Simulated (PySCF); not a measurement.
# FeH2O2 (Fe(OH)2): the cost of one run

Programs: PySCF 2.14.0, with routines of our own; each step states its level. All values are computed. Atoms count from 0.

## 1. The system as given

5 atoms, charge 0, states of the metal's open shell are computed; geometry from: model start, shaken.

## 2. Geometry optimisation at PBE0-D3(BJ)/def2-TZVP

Job settings and geometry (Å):

```
{"job": {"xc": "PBE0", "basis": "def2-TZVP", "d3": "d3bj", "grid": 1, "maxiter": 45, "kind": "geom"}, "charge": 0, "metal": "Fe", "open_shell": "d6"}
Fe     0.000020     0.004480    -0.004110
O     -0.013360    -0.006820     1.855130
H      0.800900     0.020100     2.402620
O     -0.009310     0.007350    -1.864650
H     -0.798420    -0.013960    -2.410440
```

Command:

```console
OMP_NUM_THREADS=1 python lf_run.py task.json out
```

This one command runs all jobs of the session in turn.

Q: Estimate the wall time and peak memory of this first job on 1 thread of Arm Neoverse V2, shared host.

About 34 s, with a peak of 0.42 GiB.
